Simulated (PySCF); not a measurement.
# AlH5N2S: the cost of one run

Computed with PySCF 2.14.0; each step states its level. No surroundings beyond the atoms listed, unless a continuum is named. Atoms count from 0, parts from 1.

## Step 1: Starting point

Each species was relaxed by itself at PBE0-D3(BJ)/def2-SVPD.

## Step 2: Reaction energy: wB97M-D3(BJ)/def2-TZVPD

The job: settings as JSON, then the geometry in Å.

```
{"job": {"kind": "react", "xc": "wB97M-D3(BJ)", "basis": "def2-TZVPD"}, "charge": 0, "multiplicity": 1}
-1 AlBrH4N2 charge 0 multiplicity 1
N     -1.461140     0.447300    -0.481240
Al     0.055080     0.236970     0.407240
N      1.372450    -0.813380    -0.134560
Br     0.325850     1.370190     2.346240
H     -2.210720     1.051910    -0.173600
H     -1.701980    -0.004390    -1.353020
H      1.382720    -1.360140    -0.984870
H      2.237600    -0.931500     0.375060

-1 H2S charge 0 multiplicity 1
S     -0.000510     0.615380    -0.002940
H     -0.984080    -0.309260     0.004840
H      0.965610    -0.327520    -0.001210

+1 AlH5N2S charge 0 multiplicity 1
N     -0.712650    -0.675050     1.527520
Al     0.172880     0.029940     0.160080
N     -0.513130     0.085860    -1.478100
S      2.178680     0.841170     0.558270
H     -0.369220    -0.690170     2.478330
H     -1.624340    -1.109000     1.478780
H     -1.435600    -0.240460    -1.733700
H     -0.033050     0.440820    -2.293480
H      2.337320     1.316800    -0.697480

+1 BrH charge 0 multiplicity 1
Br     0.715000    -0.003510    -0.003730
H     -0.708690     0.006920     0.003360
```

With the program's defaults for keys left out, this is: wB97M-D3(BJ)/def2-TZVPD reaction energy of separated species, gas phase.

Started as:

```sh
> OMP_NUM_THREADS=1 python cluster_run.py task.json out
```

One launch serves the whole session: the jobs run in the order shown.

**Question.** How long does this first job take on 1 thread of Arm Neoverse V1, shared host, and how much memory does it need?

About 30 s, with a peak of 0.77 GiB.
